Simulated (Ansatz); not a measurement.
# RuH+ (septet): from Hartree-Fock to the top rungs, def2-QZVPP

The task here is to estimate one member of a computed series from the others.

The runs use Ansatz 0.2.0, Gaussian basis; def2-QZVPP, core rule «outside noble gas», up to 4 orbitals frozen.

The runs, in order: UHF; ROHF; CCSD(T) on UHF.

### What is computed

The geometry is a PBE0/def2-TZVP stationary point (not a proven minimum) of the parent state, kept for this charge and spin. No spin-orbit coupling is included. Elements past krypton take def2 core potentials.

2 atoms, charge 1, spin multiplicity 7.

Atoms are counted from 1 here; the program's logs count them from 0.

Bond lengths: Ru1–H2 1.753 Å.

Set-up of the first run:

Input file in.yaml:

```yaml
crystal:
  periodic: [false, false, false]
  atoms:
    - {symbol: Ru, position_ang: [0.000000, 0.000000, 0.000000]}
    - {symbol: H, position_ang: [0.000000, 0.000000, 1.753200]}
basis:
  gaussian: {orbitals: "def2-QZVPP.json"}
total_charge: 1
magnetization: {spin_polarized: true, initial_magnetization: 6}
hamiltonian: {xc: hf}
output: {orbitals: {seedname: orbitals}}
```

On the command line:

```sh
> ansatz run in.yaml --threads 1 --pin off --events-out ev --progress --plain --max-ram 2560MiB --backend cpu
```

Among the steps run: UHF; ROHF; CCSD(T) on UHF.

One table of the session follows, with a row left open; its other results are not shown here.

| method | from UCCSD(T) (kcal/mol) |
| --- | --- |
| ROHF | +108.16 |
| UHF | ? |
| UMP2 | +9.60 |
| UCCSD | +2.98 |
| UCCSD(T) | 0 |

Estimate the missing values for UHF.

The run gave: from UCCSD(T) (kcal/mol): +104.31. In the column «from UCCSD(T) (kcal/mol)» it lies between UMP2 (+9.60) and ROHF (+108.16).
